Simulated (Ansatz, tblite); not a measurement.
**The cluster Sr₄Te₄+: one state, many levels**

One table from this session's results is given with a row withheld; the runs are named, their logs left out.

Method: as each input shows; program: Ansatz 0.2.0, Gaussian basis.

Plan: GFN1-xTB, GFN2-xTB, PBE-D4/def2-TZVP, r2SCAN-D4/def2-TZVP, revPBE-D4/def2-TZVP, PBE-QIDH/def2-TZVP, PBE-D4/def2-SVP, PBE0-D4/def2-SVP, MP2/def2-SVP, RPA/def2-SVP.

3 further runs of the same task are left out: 1 that didn't finish, 2 set aside as unsound or not needed. Runs told in other sessions of the task aren't counted.

## The geometry

The doublet was relaxed beforehand with PBE-D4/def2-SVP. At that level it is the lowest of the isomers that a small search found.

8 atoms, charge 1, spin multiplicity 2.

Bond lengths: Sr1–Te5 3.166 Å, Sr1–Te6 3.276 Å, Sr1–Te7 3.166 Å, Sr2–Te5 3.166 Å, Sr2–Te7 3.166 Å, Sr2–Te8 3.277 Å, Sr3–Te5 3.109 Å, Sr3–Te6 3.191 Å, Sr3–Te8 3.192 Å, Sr4–Te6 3.191 Å, Sr4–Te7 3.109 Å, Sr4–Te8 3.192 Å. Angles: Te5–Sr1–Te6 94.5°, Te5–Sr1–Te7 99.5°, Te6–Sr1–Te7 94.4°, Te5–Sr2–Te7 99.6°, Te5–Sr2–Te8 94.5°, Te7–Sr2–Te8 94.5°, Te5–Sr3–Te6 97.3°, Te5–Sr3–Te8 97.3°, Te6–Sr3–Te8 71.3°, Te6–Sr4–Te7 97.3°, Te6–Sr4–Te8 71.3°, Te7–Sr4–Te8 97.3°, Sr1–Te5–Sr2 79.1°, Sr1–Te5–Sr3 85.6°, Sr2–Te5–Sr3 85.6°, Sr1–Te6–Sr3 82.5°, Sr1–Te6–Sr4 82.5°, Sr3–Te6–Sr4 105.7° and more.

Sr, Te take a core potential in the def2 sets. No spin-orbit coupling is included. The ion is computed in the gas phase, without counter-ions or solvent.

PBE0-D4/def2-TZVP was run before; its log isn't repeated, and its numbers join the tables.

Set-up of the first run:

Tight binding, by tblite at 300 K electronic temperature and without a spin-polarisation term:

```python
tblite.interface.Calculator('GFN1-xTB', numbers, positions, charge=1, uhf=1).singlepoint()
```

Tight binding, by tblite at 300 K electronic temperature and without a spin-polarisation term:

```python
tblite.interface.Calculator('GFN2-xTB', numbers, positions, charge=1, uhf=1).singlepoint()
```

start.molden holds the orbitals of an earlier run on this state, given as this run's starting guess.

in.yaml reads:

```yaml
crystal:
  periodic: [false, false, false]
  atoms:
    - {symbol: Sr, position_ang: [-0.153379, 1.203361, -2.149734]}
    - {symbol: Sr, position_ang: [2.370034, -0.255839, 0.635208]}
    - {symbol: Sr, position_ang: [-0.948771, -2.660508, -0.533660]}
    - {symbol: Sr, position_ang: [-1.138852, 1.768188, 1.959597]}
    - {symbol: Te, position_ang: [1.465963, -1.517108, -2.123912]}
    - {symbol: Te, position_ang: [-2.603892, 0.058194, -0.301952]}
    - {symbol: Te, position_ang: [1.284637, 2.692628, 0.245745]}
    - {symbol: Te, position_ang: [-0.275740, -1.288916, 2.268708]}
basis:
  gaussian: {orbitals: def2-TZVP, initial_orbitals: start.molden}
total_charge: 1
magnetization: {spin_polarized: true, initial_magnetization: 1}
hamiltonian: {xc: pbe, dispersion: d4}
scf: {omitted_lower_state_checks: [starts]}
output: {forces: true, orbitals: {seedname: orbitals}}
```

Started as:

```console
$ ansatz run in.yaml --threads 4 --pin off --events-out ev --progress --plain --max-ram 6963MiB
```

Among the steps run: PBE-D4/def2-TZVP; r2SCAN-D4/def2-TZVP; revPBE-D4/def2-TZVP; PBE-QIDH/def2-TZVP; PBE-D4/def2-SVP; PBE0-D4/def2-SVP; MP2/def2-SVP; RPA/def2-SVP.

One table of the session follows, with a row left open; its other results are not shown here.

```
              level  HOMO (eV)  LUMO (eV)  gap (eV)
    PBE-D4/def2-SVP      -7.58      -7.00      0.57
   PBE-D4/def2-TZVP      -7.55      -6.96      0.59
revPBE-D4/def2-TZVP          ?          ?         ?
r2SCAN-D4/def2-TZVP      -7.79      -6.81      0.98
   PBE0-D4/def2-SVP      -8.49      -6.36      2.13
  PBE0-D4/def2-TZVP      -8.45      -6.29      2.16
```

**Question.** Estimate the row for revPBE-D4/def2-TZVP.

The run gave: HOMO (eV): -7.48; LUMO (eV): -6.84; gap (eV): 0.63. In the column «HOMO (eV)» it is the highest.
